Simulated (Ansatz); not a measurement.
**CH6BInO2: rotation by 180° about the B1–In2 bond, part 1 of 2**

Aim: the minimum-energy path and barrier of the rotation by 180° about the B1–In2 bond. The ends are relaxed first, then joined by a nudged elastic band. SMILES of the start: [BH2][In]([OH])[O]C.

Method: RKS B3LYP-D4/def2-SVP, in Ansatz 0.2.0.

### 1 The system as given

Bond lengths: B1–In2 2.263 Å, In2–O3 1.955 Å, In2–O4 2.013 Å, O4–C5 1.401 Å, B1–H6 1.163 Å, B1–H7 1.163 Å, O3–H8 0.958 Å, C5–H9 1.096 Å, C5–H10 1.096 Å, C5–H11 1.097 Å. Angles: B1–In2–O3 129.7°, B1–In2–O4 125.8°, O3–In2–O4 104.5°, In2–B1–H6 119.4°, In2–B1–H7 119.0°, H6–B1–H7 121.6°, In2–O3–H8 109.9°, In2–O4–C5 131.3°, O4–C5–H9 109.8°, O4–C5–H10 109.3°, O4–C5–H11 113.0°, H9–C5–H10 108.5°, H9–C5–H11 108.1°, H10–C5–H11 108.1°.

Coordinates:

```xyz
11

B    -0.2859    2.3313    0.8822
In    0.4423    0.8014   -0.6177
O     1.4446    1.0559   -2.2763
O     0.1677   -1.1894   -0.4956
C    -0.4738   -1.9775    0.4687
H    -1.3076    2.8587    0.7083
H     0.3474    2.5309    1.8374
H     1.6063    0.2081   -2.6923
H    -1.3366   -2.4824    0.0202
H     0.2229   -2.7396    0.8346
H    -0.8273   -1.3975    1.3304
```

### 2 Relaxing end A

Contents of input.yaml:

```yaml
crystal:
  periodic: [false, false, false]
  atoms:
    - { symbol: B, position_ang: [-0.28586, 2.33133, 0.88225] }
    - { symbol: In, position_ang: [0.44233, 0.80138, -0.61766] }
    - { symbol: O, position_ang: [1.44457, 1.05593, -2.27634] }
    - { symbol: O, position_ang: [0.16768, -1.18943, -0.49562] }
    - { symbol: C, position_ang: [-0.47385, -1.97746, 0.46871] }
    - { symbol: H, position_ang: [-1.30759, 2.85867, 0.7083] }
    - { symbol: H, position_ang: [0.34741, 2.53094, 1.83738] }
    - { symbol: H, position_ang: [1.60631, 0.2081, -2.69227] }
    - { symbol: H, position_ang: [-1.33657, -2.48239, 0.02021] }
    - { symbol: H, position_ang: [0.22288, -2.7396, 0.83461] }
    - { symbol: H, position_ang: [-0.8273, -1.39746, 1.33045] }
basis:
  gaussian: { orbitals: def2-SVP }
hamiltonian:
  xc: b3lyp
  dispersion: d4
relax:
  f_tol: 0.015
  max_steps: 40
```

Launch:

```console
> ansatz run input.yaml --threads 2 --pin off --max-ram 3072MiB --backend cpu --events-out ev --progress --plain --runs-dir out
```

What it wrote, cut to the lines that bear on the results:

```text
Warning: RAYON_NUM_THREADS=2 ignored (pool sized by the plan → 2); use --threads N
[...]
Functional definition: B3LYP
[...]
1304 factors; integrals over basis functions are off by at most 2.4e-4 eV
[...]
mean field -11075.27224750 eV, -407.0087480066 hartree, gradient 3.2e-5 eV, S^2 0.000000; 0 other end points of the search recorded, 0 dependent functions left out
[...]
reference -11075.27254116 eV, -407.0087587984 hartree; 27, 27 occupied and 85, 85 virtual orbitals, 1304 factors
relax step   1: F+E_penalty+E_count = -11075.56789394 eV  Δ(F+E_penalty+E_count) = +0.000e0 eV  max|allowed force component| = 1.093e0 eV/Å  Δτ_max = 0.0000 Å  (28 SCF iters, accepted)
[...]
relax step   5: F+E_penalty+E_count = -11075.66514286 eV  Δ(F+E_penalty+E_count) = -3.970e-4 eV  max|allowed force component| = 1.987e-2 eV/Å  Δτ_max = 0.0067 Å  (27 SCF iters, accepted)
[...]
relax step   6: F+E_penalty+E_count = -11075.66531942 eV  Δ(F+E_penalty+E_count) = -1.766e-4 eV  max|allowed force component| = 1.361e-2 eV/Å  Δτ_max = 0.0138 Å  (26 SCF iters, accepted)
1304 factors; integrals over basis functions are off by at most 2.8e-4 eV
[...]
mean field -11075.37080271 eV, -407.0123698436 hartree, gradient 1.9e-5 eV, S^2 0.000000; 1 other end points of the search recorded, 0 dependent functions left out
[...]
reference -11075.37109828 eV, -407.0123807057 hartree; 27, 27 occupied and 85, 85 virtual orbitals, 1304 factors
Total energy: -11075.66561499 eV, -407.0232039952 hartree
Atom 0 at    -0.282930     2.322021     0.874567 Å, force     0.000775     0.004023    -0.000399 eV/Å
Atom 1 at     0.417091     0.758023    -0.589014 Å, force    -0.000328    -0.001153     0.003069 eV/Å
Atom 2 at     1.447125     1.100089    -2.277646 Å, force    -0.003107    -0.013614     0.001216 eV/Å
Atom 3 at     0.187564    -1.246658    -0.520773 Å, force     0.007520     0.005144    -0.006227 eV/Å
Atom 4 at    -0.470357    -1.993839     0.460131 Å, force    -0.009324    -0.007075     0.010036 eV/Å
Atom 5 at    -1.323312     2.899021     0.696385 Å, force    -0.002968    -0.001336     0.000645 eV/Å
Atom 6 at     0.378180     2.588223     1.843750 Å, force     0.002448     0.002593    -0.000593 eV/Å
Atom 7 at     1.638530     0.265373    -2.730460 Å, force     0.001830     0.009077     0.000204 eV/Å
Atom 8 at    -1.361555    -2.507619     0.045054 Å, force     0.001373     0.001423    -0.001159 eV/Å
Atom 9 at     0.194424    -2.782858     0.866213 Å, force    -0.000118     0.001852    -0.003946 eV/Å
Atom 10 at    -0.824748    -1.401767     1.331814 Å, force     0.001898    -0.000934    -0.002847 eV/Å
Dipole moment:    -0.260185     0.167811     0.466561 e Å
```

Run time: 19 s. Hardware: 2 threads of Intel Xeon Platinum 8488C (Sapphire Rapids), shared host; peak memory 0.28 GiB.

The steps of the relaxation:

```
step  energy from step 1 (eV)  largest force component (eV/Å)
   1                   0.0000                          1.0928
   2                  -0.0835                          0.3206
   3                  -0.0899                          0.2318
   4                  -0.0969                          0.0520
   5                  -0.0972                          0.0199
   6                  -0.0974                          0.0136
```

Step 1 is the start.

After: Bond lengths: B1–In2 2.253 Å, In2–O3 2.007 Å, In2–O4 2.019 Å, O4–C5 1.398 Å, B1–H6 1.203 Å, B1–H7 1.203 Å, O3–H8 0.969 Å, C5–H9 1.109 Å, C5–H10 1.109 Å, C5–H11 1.112 Å. Angles: B1–In2–O3 126.0°, B1–In2–O4 129.2°, O3–In2–O4 104.8°, In2–B1–H6 120.4°, In2–B1–H7 120.4°, H6–B1–H7 119.2°, In2–O3–H8 110.4°, In2–O4–C5 127.5°, O4–C5–H9 111.3°, O4–C5–H10 110.8°, O4–C5–H11 114.6°, H9–C5–H10 106.8°, H9–C5–H11 106.5°, H10–C5–H11 106.4°.

### 3 Relaxing end B

The second end starts from a geometry with the move made by hand.

Contents of input.yaml:

```yaml
crystal:
  periodic: [false, false, false]
  atoms:
    - { symbol: B, position_ang: [-0.28586, 2.33133, 0.88225] }
    - { symbol: In, position_ang: [0.44233, 0.80138, -0.61766] }
    - { symbol: O, position_ang: [0.24447, -1.14319, -0.61582] }
    - { symbol: O, position_ang: [1.4743, 1.20104, -2.29961] }
    - { symbol: C, position_ang: [1.91449, 2.41208, -2.84923] }
    - { symbol: H, position_ang: [-1.30759, 2.85867, 0.7083] }
    - { symbol: H, position_ang: [0.34741, 2.53094, 1.83738] }
    - { symbol: H, position_ang: [0.66257, -1.51363, -1.39424] }
    - { symbol: H, position_ang: [3.00958, 2.42881, -2.87935] }
    - { symbol: H, position_ang: [1.5376, 2.50223, -3.87393] }
    - { symbol: H, position_ang: [1.57476, 3.28848, -2.28317] }
basis:
  gaussian: { orbitals: def2-SVP }
hamiltonian:
  xc: b3lyp
  dispersion: d4
relax:
  f_tol: 0.015
  max_steps: 40
output:
  orbitals: {}
```

Launch:

```console
> ansatz run input.yaml --threads 2 --pin off --max-ram 3072MiB --backend cpu --events-out ev --progress --plain --runs-dir out
```

What it wrote, cut to the lines that bear on the results:

```text
Warning: RAYON_NUM_THREADS=2 ignored (pool sized by the plan → 2); use --threads N
[...]
[... 1 set-up line as earlier in the session ...]
[...]
1304 factors; integrals over basis functions are off by at most 3.5e-4 eV
[...]
mean field -11075.26999625 eV, -407.0086652745 hartree, gradient 3.8e-5 eV, S^2 0.000000; 0 other end points of the search recorded, 0 dependent functions left out
[...]
reference -11075.27029043 eV, -407.0086760854 hartree; 27, 27 occupied and 85, 85 virtual orbitals, 1304 factors
relax step   1: F+E_penalty+E_count = -11075.56556440 eV  Δ(F+E_penalty+E_count) = +0.000e0 eV  max|allowed force component| = 1.313e0 eV/Å  Δτ_max = 0.0000 Å  (29 SCF iters, accepted)
[...]
relax step   4: F+E_penalty+E_count = -11075.66384592 eV  Δ(F+E_penalty+E_count) = -3.784e-3 eV  max|allowed force component| = 1.063e-1 eV/Å  Δτ_max = 0.0185 Å  (34 SCF iters, accepted)
[...]
relax step   7: F+E_penalty+E_count = -11075.66508428 eV  Δ(F+E_penalty+E_count) = -4.550e-4 eV  max|allowed force component| = 3.551e-2 eV/Å  Δτ_max = 0.0213 Å  (33 SCF iters, accepted)
[...]
relax step  10: F+E_penalty+E_count = -11075.66415378 eV  Δ(F+E_penalty+E_count) = +1.171e-3 eV  max|allowed force component| = 6.816e-2 eV/Å  Δτ_max = 0.0441 Å  (32 SCF iters, rejected (line search))
[...]
relax step  13: F+E_penalty+E_count = -11075.66588294 eV  Δ(F+E_penalty+E_count) = -1.086e-4 eV  max|allowed force component| = 2.269e-2 eV/Å  Δτ_max = 0.0345 Å  (32 SCF iters, accepted)
[...]
relax step  14: F+E_penalty+E_count = -11075.66593367 eV  Δ(F+E_penalty+E_count) = -5.072e-5 eV  max|allowed force component| = 2.079e-2 eV/Å  Δτ_max = 0.0099 Å  (25 SCF iters, accepted)
[...]
relax step  15: F+E_penalty+E_count = -11075.66605039 eV  Δ(F+E_penalty+E_count) = -1.167e-4 eV  max|allowed force component| = 3.184e-2 eV/Å  Δτ_max = 0.0405 Å  (32 SCF iters, accepted)
[...]
1304 factors; integrals over basis functions are off by at most 3.8e-4 eV
```

### 4 The output, continued: end point B relaxed

Output, continued:

```text
mean field -11075.37167884 eV, -407.0124020407 hartree, gradient 6.9e-6 eV, S^2 0.000000; 0 other end points of the search recorded, 0 dependent functions left out
the calculation of the forces begins
reference -11075.37197458 eV, -407.0124129089 hartree; 27, 27 occupied and 85, 85 virtual orbitals, 1304 factors
relax step  16: F+E_penalty+E_count = -11075.66606561 eV  Δ(F+E_penalty+E_count) = -1.522e-5 eV  max|allowed force component| = 4.175e-2 eV/Å  Δτ_max = 0.0212 Å  (34 SCF iters, accepted)
these checks for a lower state are left out or cut short: starts, cluster_reference, orbital_swaps, neighbouring_geometries, increment
1304 factors; integrals over basis functions are off by at most 3.9e-4 eV
mean field -11075.37141719 eV, -407.0123924254 hartree, gradient 6.9e-6 eV, S^2 0.000000; 0 other end points of the search recorded, 0 dependent functions left out
the calculation of the forces begins
reference -11075.37171285 eV, -407.0124032908 hartree; 27, 27 occupied and 85, 85 virtual orbitals, 1304 factors
relax step  17: F+E_penalty+E_count = -11075.66580309 eV  Δ(F+E_penalty+E_count) = +2.625e-4 eV  max|allowed force component| = 7.612e-2 eV/Å  Δτ_max = 0.0395 Å  (32 SCF iters, rejected (line search))
these checks for a lower state are left out or cut short: starts, cluster_reference, orbital_swaps, neighbouring_geometries, increment
1304 factors; integrals over basis functions are off by at most 3.8e-4 eV
mean field evaluation 128: about -11075.3707 eV, gradient 5.0e-1 eV
mean field -11075.37189544 eV, -407.0124100007 hartree, gradient 1.2e-5 eV, S^2 0.000000; 0 other end points of the search recorded, 0 dependent functions left out
the calculation of the forces begins
reference -11075.37219121 eV, -407.0124208699 hartree; 27, 27 occupied and 85, 85 virtual orbitals, 1304 factors
relax step  18: F+E_penalty+E_count = -11075.66621187 eV  Δ(F+E_penalty+E_count) = -1.463e-4 eV  max|allowed force component| = 3.320e-2 eV/Å  Δτ_max = 0.0155 Å  (25 SCF iters, accepted)
these checks for a lower state are left out or cut short: starts, cluster_reference, orbital_swaps, neighbouring_geometries, increment
1304 factors; integrals over basis functions are off by at most 3.8e-4 eV
mean field -11075.37208344 eV, -407.0124169097 hartree, gradient 7.0e-6 eV, S^2 0.000000; 0 other end points of the search recorded, 0 dependent functions left out
the calculation of the forces begins
reference -11075.37237920 eV, -407.0124277785 hartree; 27, 27 occupied and 85, 85 virtual orbitals, 1304 factors
relax step  19: F+E_penalty+E_count = -11075.66632311 eV  Δ(F+E_penalty+E_count) = -1.112e-4 eV  max|allowed force component| = 3.103e-2 eV/Å  Δτ_max = 0.0223 Å  (33 SCF iters, accepted)
these checks for a lower state are left out or cut short: starts, cluster_reference, orbital_swaps, neighbouring_geometries, increment
1304 factors; integrals over basis functions are off by at most 3.9e-4 eV
mean field -11075.37235092 eV, -407.0124267392 hartree, gradient 6.9e-6 eV, S^2 0.000000; 0 other end points of the search recorded, 0 dependent functions left out
the calculation of the forces begins
reference -11075.37264659 eV, -407.0124376050 hartree; 27, 27 occupied and 85, 85 virtual orbitals, 1304 factors
relax step  20: F+E_penalty+E_count = -11075.66645007 eV  Δ(F+E_penalty+E_count) = -1.270e-4 eV  max|allowed force component| = 5.508e-2 eV/Å  Δτ_max = 0.0510 Å  (32 SCF iters, accepted)
these checks for a lower state are left out or cut short: starts, cluster_reference, orbital_swaps, neighbouring_geometries, increment
1304 factors; integrals over basis functions are off by at most 3.9e-4 eV
mean field -11075.37240264 eV, -407.0124286400 hartree, gradient 1.6e-5 eV, S^2 0.000000; 0 other end points of the search recorded, 0 dependent functions left out
the calculation of the forces begins
reference -11075.37269823 eV, -407.0124395028 hartree; 27, 27 occupied and 85, 85 virtual orbitals, 1304 factors
relax step  21: F+E_penalty+E_count = -11075.66653911 eV  Δ(F+E_penalty+E_count) = -8.904e-5 eV  max|allowed force component| = 4.108e-2 eV/Å  Δτ_max = 0.0051 Å  (24 SCF iters, accepted)
these checks for a lower state are left out or cut short: starts, cluster_reference, orbital_swaps, neighbouring_geometries, increment
1304 factors; integrals over basis functions are off by at most 3.9e-4 eV
mean field -11075.37256855 eV, -407.0124347372 hartree, gradient 7.0e-6 eV, S^2 0.000000; 0 other end points of the search recorded, 0 dependent functions left out
the calculation of the forces begins
reference -11075.37286384 eV, -407.0124455889 hartree; 27, 27 occupied and 85, 85 virtual orbitals, 1304 factors
relax step  22: F+E_penalty+E_count = -11075.66673980 eV  Δ(F+E_penalty+E_count) = -2.007e-4 eV  max|allowed force component| = 1.508e-2 eV/Å  Δτ_max = 0.0372 Å  (32 SCF iters, accepted)
these checks for a lower state are left out or cut short: starts, cluster_reference, orbital_swaps, neighbouring_geometries, increment
1304 factors; integrals over basis functions are off by at most 3.9e-4 eV
mean field evaluation 160: about -11075.3246 eV, gradient 1.8e0 eV
mean field -11075.37259693 eV, -407.0124357798 hartree, gradient 6.8e-6 eV, S^2 0.000000; 0 other end points of the search recorded, 0 dependent functions left out
the calculation of the forces begins
reference -11075.37289192 eV, -407.0124466207 hartree; 27, 27 occupied and 85, 85 virtual orbitals, 1304 factors
relax step  23: F+E_penalty+E_count = -11075.66678144 eV  Δ(F+E_penalty+E_count) = -4.163e-5 eV  max|allowed force component| = 5.188e-2 eV/Å  Δτ_max = 0.0544 Å  (31 SCF iters, accepted)
these checks for a lower state are left out or cut short: starts, cluster_reference, orbital_swaps, neighbouring_geometries, increment
1304 factors; integrals over basis functions are off by at most 3.9e-4 eV
mean field -11075.37256509 eV, -407.0124346098 hartree, gradient 2.3e-5 eV, S^2 0.000000; 0 other end points of the search recorded, 0 dependent functions left out
the calculation of the forces begins
reference -11075.37285981 eV, -407.0124454407 hartree; 27, 27 occupied and 85, 85 virtual orbitals, 1304 factors
relax step  24: F+E_penalty+E_count = -11075.66686008 eV  Δ(F+E_penalty+E_count) = -7.864e-5 eV  max|allowed force component| = 2.403e-2 eV/Å  Δτ_max = 0.0140 Å  (25 SCF iters, accepted)
these checks for a lower state are left out or cut short: starts, cluster_reference, orbital_swaps, neighbouring_geometries, increment
1304 factors; integrals over basis functions are off by at most 3.9e-4 eV
mean field -11075.37266600 eV, -407.0124383184 hartree, gradient 2.3e-5 eV, S^2 0.000000; 0 other end points of the search recorded, 0 dependent functions left out
the calculation of the forces begins
reference -11075.37296082 eV, -407.0124491526 hartree; 27, 27 occupied and 85, 85 virtual orbitals, 1304 factors
relax step  25: F+E_penalty+E_count = -11075.66693260 eV  Δ(F+E_penalty+E_count) = -7.252e-5 eV  max|allowed force component| = 5.960e-3 eV/Å  Δτ_max = 0.0073 Å  (26 SCF iters, accepted)
1304 factors; integrals over basis functions are off by at most 3.9e-4 eV
mean field evaluation 192: about -11075.3727 eV, gradient 5.7e-3 eV
mean field -11075.37266600 eV, -407.0124383184 hartree, gradient 2.3e-5 eV, S^2 0.000000; 1 other end points of the search recorded, 0 dependent functions left out
the calculation of the forces begins
reference -11075.37296082 eV, -407.0124491526 hartree; 27, 27 occupied and 85, 85 virtual orbitals, 1304 factors
Total energy: -11075.66722741 eV, -407.0232632504 hartree
Atom 0 at    -0.240993     2.295653     0.921669 Å, force     0.002041    -0.001110     0.001316 eV/Å
Atom 1 at     0.460524     0.841932    -0.649852 Å, force     0.000098     0.002619     0.000656 eV/Å
Atom 2 at     0.205395    -1.148357    -0.600182 Å, force     0.004717    -0.001680    -0.000885 eV/Å
Atom 3 at     1.409028     1.185174    -2.400159 Å, force     0.000819     0.002584    -0.005121 eV/Å
Atom 4 at     1.900334     2.406510    -2.871167 Å, force     0.004107    -0.001789     0.005946 eV/Å
Atom 5 at    -1.315932     2.826163     0.821409 Å, force    -0.004520     0.002138     0.000905 eV/Å
Atom 6 at     0.456251     2.554719     1.867284 Å, force     0.000317    -0.001769    -0.000842 eV/Å
Atom 7 at     0.585833    -1.558004    -1.391181 Å, force    -0.004153     0.001106     0.001734 eV/Å
Atom 8 at     2.963731     2.567280    -2.594771 Å, force    -0.005960     0.000381    -0.002841 eV/Å
Atom 9 at     1.850823     2.431232    -3.977418 Å, force     0.001268     0.000898     0.002699 eV/Å
Atom 10 at     1.339065     3.295838    -2.510712 Å, force     0.001267    -0.003375    -0.003567 eV/Å
Dipole moment:    -0.034758     0.516656     0.219812 e Å
```

Wall time 70 s (2 threads of Intel Xeon Platinum 8488C (Sapphire Rapids), shared host); peak memory 0.28 GiB.

The steps of the relaxation:

```
step  energy from step 1 (eV)  largest force component (eV/Å)
   1                   0.0000                          1.3133
   2                  -0.0612                          0.4417
   3                  -0.0945                          0.2117
   4                  -0.0983                          0.1063
  5x                  -0.0918                          0.5581
   6                  -0.0991                          0.0170
   7                  -0.0995                          0.0355
   8                  -0.0997                          0.0198
   9                  -0.0998                          0.0545
 10x                  -0.0986                          0.0682
  11                  -0.1001                          0.0248
  12                  -0.1002                          0.0112
  13                  -0.1003                          0.0227
  14                  -0.1004                          0.0208
  15                  -0.1005                          0.0318
  16                  -0.1005                          0.0418
 17x                  -0.1002                          0.0761
  18                  -0.1006                          0.0332
  19                  -0.1008                          0.0310
  20                  -0.1009                          0.0551
  21                  -0.1010                          0.0411
  22                  -0.1012                          0.0151
  23                  -0.1012                          0.0519
  24                  -0.1013                          0.0240
  25                  -0.1014                          0.0060
```

Step 1 is the start. 3 steps were tried and not accepted (marked x).

After: Bond lengths: B1–In2 2.253 Å, In2–O3 2.007 Å, In2–O4 2.020 Å, O4–C5 1.398 Å, B1–H6 1.203 Å, B1–H7 1.203 Å, O3–H8 0.969 Å, C5–H9 1.110 Å, C5–H10 1.108 Å, C5–H11 1.112 Å. Angles: B1–In2–O3 125.7°, B1–In2–O4 129.9°, O3–In2–O4 104.5°, In2–B1–H6 120.3°, In2–B1–H7 120.4°, H6–B1–H7 119.2°, In2–O3–H8 110.4°, In2–O4–C5 127.2°, O4–C5–H9 112.3°, O4–C5–H10 109.9°, O4–C5–H11 114.3°, H9–C5–H10 106.7°, H9–C5–H11 106.7°, H10–C5–H11 106.5°.

(Continued in part 2 of 2.)
